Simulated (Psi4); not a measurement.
# One shape, several levels: BHSBr (SMILES S[B]Br)

We compute a comparison of 3 runs (UB3LYP/6-31G*, UBLYP/6-31G**, UCCSD(T)/6-31G) of BHSBr. 

Program for the calculation: Psi4 1.11.

1 further run of the same task is left out (it didn't finish).

## (1) Starting point

BHSBr: 4 atoms, total charge 0, spin state doublet. As SMILES, `S[B]Br`. Geometry: relaxed at PBE0-D4/def2-TZVP.

Bond lengths: S1–B2 1.761 Å, B2–Br3 1.882 Å, S1–H4 1.345 Å. Angles: S1–B2–Br3 124.8°, B2–S1–H4 96.6°.

## (2) The energy at UB3LYP/6-31G(d) (spherical functions) (run 1)

input.inp

```
memory 1.6 GB

molecule mol {
  0 2
  S
  B 1 1.761198
  Br 2 1.882365 1 124.77711
  H 1 1.345219 2 96.56007 3 179.99012
  units angstrom
  symmetry c1
  no_reorient
  no_com
}

set {
  reference uks
  puream true
  e_convergence 1e-09
  d_convergence 1e-08
  scf_type pk
  dft_radial_points 99
  dft_spherical_points 590
  maxiter 200
}

result, w = energy("b3lyp/6-31G*", return_wfn=True)
oeprop(w, "DIPOLE", "MAYER_INDICES", "QUADRUPOLE")
```

Launch:

```bash
$ psi4 -i input.inp -o input.out -n 1
```

input.out:

```text
[...]
  Running in c1 symmetry.
[...]
  Nuclear repulsion =  176.893247660868411
[...]
  Multiplicity = 2
[...]
  Nalpha       = 29
  Nbeta        = 28
[...]
    Number of basis functions: 66
[...]
   @UKS iter   1: -2997.19301704871714   -1.25299e+00   2.19358e-02 ADIIS/DIIS
[...]
   @UKS iter  13: -2997.49923729450802   -1.36424e-12   3.29367e-09 DIIS
[...]
   @S^2 Observed:                7.529130189E-01
[...]
    Orbital Energies [Eh]
    ---------------------
    Alpha Occupied:
       1A   -482.831743     2A    -88.887638     3A    -62.527729
       4A    -56.346033     5A    -56.344062     6A    -56.343773
       7A     -8.725053     8A     -7.968687     9A     -6.834680
      10A     -6.551805    11A     -6.544437    12A     -6.543275
      13A     -5.931423    14A     -5.928166    15A     -5.924589
      16A     -2.646698    17A     -2.644532    18A     -2.643605
      19A     -2.637761    20A     -2.637725    21A     -0.811778
      22A     -0.770255    23A     -0.504644    24A     -0.426118
      25A     -0.386598    26A     -0.344972    27A     -0.328595
      28A     -0.293913    29A     -0.209381
    Alpha Virtual:
[...]
  @UKS Final Energy: -2997.49923729450802
   => Energetics <=
    Nuclear Repulsion Energy =            176.8932476608684112
    One-Electron Energy =               -4517.2318131726515276
    Two-Electron Energy =                1440.5518654475515632
    DFT Exchange-Correlation Energy =     -97.7125372302772632
    Empirical Dispersion Energy =           0.0000000000000000
    VV10 Nonlocal Energy =                  0.0000000000000000
    Total Energy =                      -2997.4992372945080206
[...]
 Multipole Moments:
 ------------------------------------------------------------------------------------
     Multipole            Electronic (a.u.)      Nuclear  (a.u.)        Total (a.u.)
 ------------------------------------------------------------------------------------
 L = 1.  Multiply by 2.5417464519 to convert [e a0] to [Debye]
 Dipole X            :          0.0001771           -0.0002319           -0.0000549
 Dipole Y            :         -5.6162956            6.0182190            0.4019235
 Dipole Z            :          8.7665101           -9.0748353           -0.3083252
 Magnitude           :                                                    0.5065638
 L = 2.  Multiply by 1.3450342976 to convert [e a0^2] to [Debye ang]
 Quadrupole XX       :        -28.2457644            0.0000002          -28.2457642
 Quadrupole XY       :          0.0014399           -0.0018863           -0.0004463
[...]
```

It took 7.5 s on 1 thread of Intel Xeon 6975P-C (Granite Rapids), shared host; peak memory 0.57 GiB.

## (3) A single-point energy at UBLYP/6-31G(d,p) (spherical functions) (run 2)

job.inp

```
memory 1600 MB

molecule mol {
  0 2
  S     -1.32658774     0.50002153    -1.52784357
  B      0.88099032    -0.19464179     0.86398278
  Br     1.07071882    -3.28547784     2.61443609
  H     -0.52024160     2.86633659    -1.98893675
  units au
  symmetry c1
}

set {
  basis                6-31G**
  reference            uks
  puream               true
  e_convergence        1e-09
  d_convergence        1e-08
  scf_type             pk
  dft_radial_points    99
  dft_spherical_points 590
  maxiter              200
}

energy_value, wavefunction = energy("blyp", return_wfn=True)
oeprop(wavefunction, "QUADRUPOLE", "MULLIKEN_CHARGES", "MAYER_INDICES")
print_variables()
```

Launch:

```bash
$ psi4 -i job.inp -o job.out -n 1
```

job.out:

```text
[...]
  Running in c1 symmetry.
[...]
  Nuclear repulsion =  176.893243408052740
[...]
  Multiplicity = 2
[...]
  Nalpha       = 29
  Nbeta        = 28
[...]
    Number of basis functions: 69
[...]
   @UKS iter   1: -2997.10181494527478   -1.09220e+00   2.23799e-02 ADIIS/DIIS
[...]
   @UKS iter  13: -2997.46310334628652    9.09495e-13   4.80889e-09 DIIS
[...]
   @S^2 Observed:                7.525559481E-01
[...]
  @UKS Final Energy: -2997.46310334628652
   => Energetics <=
    Nuclear Repulsion Energy =            176.8932434080527401
    One-Electron Energy =               -4516.8483074363657579
    Two-Electron Energy =                1463.9069018555510411
    DFT Exchange-Correlation Energy =    -121.4149411735244541
    Empirical Dispersion Energy =           0.0000000000000000
    VV10 Nonlocal Energy =                  0.0000000000000000
    Total Energy =                      -2997.4631033462865162
[...]
 Multipole Moments:
 ------------------------------------------------------------------------------------
     Multipole            Electronic (a.u.)      Nuclear  (a.u.)        Total (a.u.)
 ------------------------------------------------------------------------------------
 L = 1.  Multiply by 2.5417464519 to convert [e a0] to [Debye]
 Dipole X            :          3.5687076           -3.6382113           -0.0695037
 Dipole Y            :         -7.0023352            7.3883733            0.3860381
 Dipole Z            :          6.8628565           -7.1236898           -0.2608333
 Magnitude           :                                                    0.4710522
 L = 2.  Multiply by 1.3450342976 to convert [e a0^2] to [Debye ang]
 Quadrupole XX       :        -94.3286674           65.5540876          -28.7745797
 Quadrupole XY       :         98.8529370          -99.4326147           -0.5796777
[...]
  Mulliken Charges: (a.u.)
   Center  Symbol    Alpha    Beta     Spin     Total
       1     S     8.02398  8.00026  0.02373 -0.02424
       2     B     2.93399  2.04869  0.88530  0.01732
       3    BR    17.57887 17.50626  0.07261 -0.08513
       4     H     0.46316  0.44479  0.01837  0.09206
   Total alpha = 29.00000, Total beta = 28.00000, Total charge = -0.00000
  Mayer Bond Indices:
  Total Bond Index:
  Irrep: 1 Size: 4 x 4
[...]
```

It took 6.9 s on 1 thread of Intel Xeon 6975P-C (Granite Rapids), shared host; peak memory 0.59 GiB.

## (4) The energy at UCCSD(T)/6-31G (run 3)

input.in

```
memory 1.6 GB

molecule {
  0 2
  S     -1.32658774     0.50002153    -1.52784357
  B      0.88099032    -0.19464179     0.86398278
  Br     1.07071882    -3.28547784     2.61443609
  H     -0.52024160     2.86633659    -1.98893675
  units au
  symmetry c1
}

set reference uhf
set puream true
set e_convergence 1e-09
set d_convergence 1e-08
set scf_type pk
set num_frozen_docc 15
set maxiter 200

energy("ccsd(t)/6-31G")
print_variables()
```

Launch:

```bash
$ psi4 -i input.in -o input.out -n 1
```

input.out:

```text
[...]
  Running in c1 symmetry.
[...]
  Nuclear repulsion =  176.893243408052740
[...]
  Multiplicity = 2
[...]
  Nalpha       = 29
  Nbeta        = 28
[...]
    Number of basis functions: 51
[...]
   @UHF iter   1: -2994.57247952860325   -1.70326e+00   2.09442e-02 DIIS/ADIIS
[...]
   @UHF iter  15: -2994.76936123156520    9.09495e-13   3.65363e-09 DIIS
[...]
   @S^2 Observed:                7.574316982E-01
[...]
    Orbital Energies [Eh]
    ---------------------
    Alpha Occupied:
       1A   -489.984388     2A    -91.971872     3A    -65.163262
       4A    -58.521952     5A    -58.520552     6A    -58.520487
       7A     -9.838080     8A     -8.996901     9A     -7.725014
      10A     -7.451298    11A     -7.443860    12A     -7.443472
      13A     -6.678714    14A     -6.676870    15A     -6.673282
      16A     -3.169346    17A     -3.166761    18A     -3.165825
      19A     -3.158596    20A     -3.158564    21A     -1.071551
      22A     -1.023070    23A     -0.675868    24A     -0.577287
      25A     -0.522407    26A     -0.473182    27A     -0.461238
      28A     -0.407196    29A     -0.349662
    Alpha Virtual:
[...]
  @UHF Final Energy: -2994.76936123156520
   => Energetics <=
    Nuclear Repulsion Energy =            176.8932434080527401
    One-Electron Energy =               -4517.8520441403688892
    Two-Electron Energy =                1346.1894395007511775
    Total Energy =                      -2994.7693612315651990
  UHF NO Occupations:
  HONO-2 :   27  A 1.9992601
  HONO-1 :   28  A 1.9977960
[...]
 Multipole Moments:
 ------------------------------------------------------------------------------------
     Multipole            Electronic (a.u.)      Nuclear  (a.u.)        Total (a.u.)
 ------------------------------------------------------------------------------------
 L = 1.  Multiply by 2.5417464519 to convert [e a0] to [Debye]
 Dipole X            :          3.7878201           -3.6382113            0.1496088
 Dipole Y            :         -6.6655885            7.3883733            0.7227848
 Dipole Z            :          6.8935096           -7.1236898           -0.2301802
 Magnitude           :                                                    0.7731647
[...]
      * MP2 total energy                      = -2995.029319836905870
[...]
      * CCSD total energy                     = -2995.044537878541632
[...]
      * CCSD(T) total energy                     = -2995.050045485432292
[...]
```

It took 6.9 s on 1 thread of Intel Xeon 6975P-C (Granite Rapids), shared host; peak memory 0.22 GiB.

## (5) The series

```tsv
run	level	frozen core orbitals	integration grid	energy (Eh)	dipole moment (D)	HOMO energy (eV)	LUMO energy (eV)	wall time
1	UB3LYP/6-31G* (spherical functions)	0	99 radial × 590 angular	-2997.499237	1.29	-5.70	-2.03	7.5 s
2	UBLYP/6-31G** (spherical functions)	0	99 radial × 590 angular	-2997.463103	1.20	-4.45	-2.58	6.9 s
3	UCCSD(T)/6-31G	15	–	-2995.050045	–	-9.51	1.74	6.9 s
```

## (6) What came out

| quantity | value |
| --- | --- |
| run 3: total energy | -2995.05005 Eh |
| run 3: HOMO energy (Hartree–Fock orbitals) (highest over α and β) | -9.51 eV |
| run 3: LUMO energy (Hartree–Fock orbitals) (lowest over α and β) | 1.74 eV |
| run 3: correlation energy (15 core orbitals frozen) | -280.7 mEh |
| run 3: (T) correction | -5.51 mEh |
| run 3: ⟨S²⟩ of the reference determinant | 0.757 |
| run 3: T1 diagnostic | 0.021 |

In words: Totals of different functionals can't be ranked against each other. All runs together took 21 s, the longest 7.5 s.
